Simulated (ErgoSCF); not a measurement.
# Two attempts at C12H8S (dibenzothiophene)

Wanted: the excited states of C12H8S (dibenzothiophene), B3LYP5/STO-3G.

Program for the calculation: ErgoSCF 3.8.

1 further run of the same task is left out (set aside as unsound or not needed).

## Step 1: The molecule

C12H8S has 21 atoms, charge 0, and is taken as a singlet. As SMILES, `c1ccc2c(c1)sc1ccccc12`. Geometry: relaxed at PBE0-D4/def2-TZVP.

Some bond lengths: C1–C2 1.396 Å, C2–C3 1.381 Å, C3–C4 1.394 Å, C4–C5 1.404 Å, C1–C6 1.382 Å, C5–C6 1.389 Å, C5–S7 1.737 Å, S7–C8 1.738 Å, C8–C9 1.389 Å, C9–C10 1.382 Å, C10–C11 1.396 Å, C11–C12 1.381 Å, C4–C13 1.443 Å, C8–C13 1.404 Å, C12–C13 1.394 Å, C1–H14 1.084 Å. Some angles: C1–C2–C3 120.6°, C2–C1–C6 120.8°, C2–C3–C4 119.7°, C3–C4–C5 119.0°, C3–C4–C13 129.2°, C5–C4–C13 111.9°, C4–C5–C6 121.5°, C4–C5–S7 112.4°, C6–C5–S7 126.1°, C1–C6–C5 118.5°.

## Step 2: The input as first written

Input file molecule.xyz:

```xyz
21
C12H8S
C     -3.196400    -0.765400    -1.133400
C     -2.153900    -1.411200    -1.800200
C     -0.841400    -1.185100    -1.436800
C     -0.554300    -0.304300    -0.395100
C     -1.615000     0.336900     0.264900
C     -2.937300     0.112100    -0.097700
S     -1.065100     1.393100     1.530100
C      0.594600     0.997900     1.201100
C      1.704300     1.500600     1.869100
C      2.958900     1.076000     1.474600
C      3.108200     0.163200     0.429200
C      2.002800    -0.334100    -0.231700
C      0.726600     0.078800     0.147600
H     -4.221800    -0.953000    -1.429900
H     -2.378400    -2.095700    -2.609700
H     -0.035900    -1.689700    -1.958400
H     -3.747000     0.613100     0.419600
H      1.589200     2.209700     2.680300
H      3.836100     1.457700     1.984000
H      4.100700    -0.157400     0.135400
H      2.125100    -1.043300    -1.042700
```

Input file run.inp:

```
set_nthreads("env")
molecule "molecule.xyz"
scf.output_mulliken_pop = 1
tmpdir = "."
basis = "STO-3G"
scf.max_number_of_iterations = 2
scf.use_diagonalization = 1
lr.max_iterations = 30
XC.type = "Turbo"
get_excited_state "B3LYP" 2
```

Run with:

```
$ ergo run.inp
```

The program printed:

```text
INMA ERGO version 3.8
INMA reading input from file run.inp
INMA  output_mulliken_pop := 1
INMA  basis := STO-3G
INMA Basis really set to STO-3G
INMA  max_number_of_iterations := 2
INMA  use_diagonalization := 1
INMA  max_iterations := 30
INMA  type := Turbo
INMA running B3LYP
INDF      This is a DFT calculation of type: B3LYP
INDF Weighted mixed functional:
INDF               HF exchange:    0.20000
INDF                       VWN:    0.19000
INDF                       LYP:    0.81000
INDF                     Becke:    0.72000
INDF                    Slater:    0.80000
INMA Running B3LYP
INSC SCF_general constructor, number of basis functions: 77
INSC Min internuclear distance:      2.04764 a.u.  =      1.08357 Angstrom
INSC Max internuclear distance:     17.15346 a.u.  =      9.07722 Angstrom
INSC Euclidean norm of overlap matrix =          2.55776982284  (acc 1.49e-08)
INSC Euclidean norm of invCholFactor after truncation =          2.44004779021
INSC Beginning of SCF cycle 1
INDF Grid for charge 6: 34 radial points, 6428 total, r=18.121271
INDF Grid for charge 16: 39 radial points, 9486 total, r=17.074950
INDF Grid for charge 1: 29 radial points, 2902 total, r=12.621360
INDF Generating Turbo grid Radint = 5e-09 AngInt: [ 6 29 ]
INDF Grid pruned from 109838 to 96671 grid points.
INDF Electrons:  95.9998672  -1e-06: xc energy -57.688626 (serial)
INSC nuclearEnergy, energy_2el, energy = 798.596251, 1004.507926, -678.051599
INSC Energy   1 =       -678.05159915672
INSC maxabs FDS-SDF is     32.6
INDE E_HOMO =         -0.12721436928
INDE E_LUMO =         -0.10942062668
INSC Beginning of SCF cycle 2
INDF Electrons:  95.9999388  -6e-07: xc energy -77.026257 (serial)
INSC nuclearEnergy, energy_2el, energy = 798.596251, 1169.286970, -833.672142
INSC Energy   2 =       -833.67214198009
INSC maxabs FDS-SDF is    0.745
TISC Main SCF loop took      4.93 usr cpu s       0.01 sys cpu s       4.94 wall s
INSC SCF: dipole_moment_x [atomic units] =      19.45732916
INSC SCF: dipole_moment_y [atomic units] =     -25.45456302
INSC SCF: dipole_moment_z [atomic units] =     -27.95817908
INSC Sum of Mulliken charges (electrons):      96.0000000
INSC Mulliken charge of atom 0 =       0.6771089
INSC Mulliken charge of atom 1 =       1.4720301
INSC Mulliken charge of atom 2 =       0.8621399
INSC Mulliken charge of atom 3 =      -0.3140264
INSC Mulliken charge of atom 4 =      -2.9179116
INSC Mulliken charge of atom 5 =      -0.8252530
INSC Mulliken charge of atom 6 =      -2.0010583
INSC Mulliken charge of atom 7 =      -2.9177853
INSC Mulliken charge of atom 8 =      -0.8253695
INSC Mulliken charge of atom 9 =       0.6771028
INSC Mulliken charge of atom 10 =       1.4716543
INSC Mulliken charge of atom 11 =       0.8623422
INSC Mulliken charge of atom 12 =      -0.3139353
INSC Mulliken charge of atom 13 =       0.3703791
INSC Mulliken charge of atom 14 =       0.7640458
INSC Mulliken charge of atom 15 =       0.5910155
INSC Mulliken charge of atom 16 =       0.3210294
INSC Mulliken charge of atom 17 =       0.3210824
INSC Mulliken charge of atom 18 =       0.3703435
INSC Mulliken charge of atom 19 =       0.7638350
INSC Mulliken charge of atom 20 =       0.5912303
INSC Sum of Mulliken atomic charges:      -0.0000000
INDF Grid for charge 6: 45 radial points, 4878 total, r=6.483248
INDF Grid for charge 16: 50 radial points, 6028 total, r=6.125682
INDF Grid for charge 1: 34 radial points, 2696 total, r=6.545160
INDF Generating LMG grid Radint = 5e-09 AngInt: [ 6 29 ]
INDF Grid pruned from 86132 to 83431 grid points.
INLR Step  1: ssize:   4 |r|=     0.012737 shift=  0.033505
INLR Step  2: ssize:   8 |r|=   0.00652151 shift=  0.033356
INLR Step  3: ssize:  12 |r|=   0.00151591 shift=  0.033334
INLR Converged 1 root 0.0333331 with n=0.000273865
INLR Converged 2 root 0.0353097 with n=0.000217241
ERMA Eigenvalue  1:     0.033333110 Tran.Mom.:     0.531575266
ERMA Eigenvalue  2:     0.035309716 Tran.Mom.:     0.241213267
```

On the terminal:

```text
Step  1: ssize:   4 |r|=     0.012737 shift=  0.033505
Step  2: ssize:   8 |r|=   0.00652151 shift=  0.033356
Step  3: ssize:  12 |r|=   0.00151591 shift=  0.033334
STATE 1 TRANSITION MOMENT:             -0.47234 ENERGY             0.907040 eV
STATE 2 TRANSITION MOMENT:            -0.108581 ENERGY             0.960826 eV
STATE 1 TRANSITION MOMENT:            -0.140573 ENERGY             0.907040 eV
STATE 2 TRANSITION MOMENT:             0.144937 ENERGY             0.960826 eV
STATE 1 TRANSITION MOMENT:            -0.199264 ENERGY             0.907040 eV
STATE 2 TRANSITION MOMENT:             0.159334 ENERGY             0.960826 eV
Eigenvalue  1:     0.033333110 Tran.Mom.:     0.531575266
Eigenvalue  2:     0.035309716 Tran.Mom.:     0.241213267
```

It took 26 s on 1 thread of Arm Neoverse V2, shared host; peak memory 0.26 GiB.

## Step 3: What went wrong

The run stopped without converging.

The cause is that the iteration cap is too low for convergence. To mend it: raise the iteration cap from 2.

## Step 4: Try two

Input file input.xyz:

```xyz
21

C     -3.196400    -0.765400    -1.133400
C     -2.153900    -1.411200    -1.800200
C     -0.841400    -1.185100    -1.436800
C     -0.554300    -0.304300    -0.395100
C     -1.615000     0.336900     0.264900
C     -2.937300     0.112100    -0.097700
S     -1.065100     1.393100     1.530100
C      0.594600     0.997900     1.201100
C      1.704300     1.500600     1.869100
C      2.958900     1.076000     1.474600
C      3.108200     0.163200     0.429200
C      2.002800    -0.334100    -0.231700
C      0.726600     0.078800     0.147600
H     -4.221800    -0.953000    -1.429900
H     -2.378400    -2.095700    -2.609700
H     -0.035900    -1.689700    -1.958400
H     -3.747000     0.613100     0.419600
H      1.589200     2.209700     2.680300
H      3.836100     1.457700     1.984000
H      4.100700    -0.157400     0.135400
H      2.125100    -1.043300    -1.042700
```

Input file ergo.in:

```
set_nthreads(1)
basis = "STO-3G"
tmpdir = "."
lr.max_iterations = 30
scf.max_number_of_iterations = 100
XC.type = "Turbo"
scf.use_diagonalization = 1
scf.output_mulliken_pop = 1
charge = 0
molecule "input.xyz"
get_excited_state "B3LYP" 2
```

Run with:

```
$ ergo ergo.in
```

The program printed:

```text
[...]
INDF Weighted mixed functional:
[...]
INSC Energy   1 =       -678.05159915672
[...]
INDE E_LUMO =          0.05974279450
[...]
INSC Energy  27 =       -849.90184332913  ( diff     -0.000000000004093 )
[...]
RESC CONVERGED after  27 iterations.
RESC FINAL ENERGY:       -849.90184332913
[...]
INSC SCF: dipole_moment_x [atomic units] =      -0.05489337
INSC SCF: dipole_moment_y [atomic units] =       0.07180565
INSC SCF: dipole_moment_z [atomic units] =       0.07891912
[...]
```

The script printed:

```text
Step  1: ssize:   4 |r|=     0.235241 shift=  0.203336
Step  2: ssize:   8 |r|=    0.0412798 shift=  0.176691
Step  3: ssize:  12 |r|=    0.0231848 shift=  0.175438
Step  4: ssize:  16 |r|=    0.0115544 shift=  0.174848
Step  5: ssize:  20 |r|=   0.00474069 shift=  0.174784
Step  6: ssize:  24 |r|=   0.00223284 shift=  0.174769
Step  7: ssize:  28 |r|=   0.00130324 shift=  0.174765
Step  8: ssize:  32 |r|=   0.00379373 shift=  0.201653
Step  9: ssize:  34 |r|=   0.00280459 shift=  0.201632
Step 10: ssize:  36 |r|=   0.00194077 shift=  0.201626
STATE 1 TRANSITION MOMENT:            -0.261992 ENERGY             4.755569 eV
STATE 2 TRANSITION MOMENT:            -0.214874 ENERGY             5.486434 eV
STATE 1 TRANSITION MOMENT:             0.342351 ENERGY             4.755569 eV
STATE 2 TRANSITION MOMENT:           -0.0642536 ENERGY             5.486434 eV
STATE 1 TRANSITION MOMENT:             0.375995 ENERGY             4.755569 eV
STATE 2 TRANSITION MOMENT:            -0.090974 ENERGY             5.486434 eV
Eigenvalue  1:     0.174763937 Tran.Mom.:     0.572027626
Eigenvalue  2:     0.201622722 Tran.Mom.:     0.242024332
```

It took 2.1 min on 1 thread of Arm Neoverse V2, shared host; peak memory 0.26 GiB.

The roots found:

```csv
excited state,energy (eV),strength
1,4.756,0.0381
2,5.486,0.0079
```

## Step 5: Summary of results

Level: B3LYP5/STO-3G.

| quantity | value |
| --- | --- |
| total energy | -849.90184 Eh |
| dipole moment | 0.30 D |
| lowest excitation energy | 4.76 eV |

**Reading.** The brightest of the 2 transitions from the ground state lies at 4.76 eV (261 nm, f = 0.038). Excitation energies in a minimal basis are rough. Mulliken charges run from -0.11 on C5 to +0.28 on S7; they depend strongly on the basis.
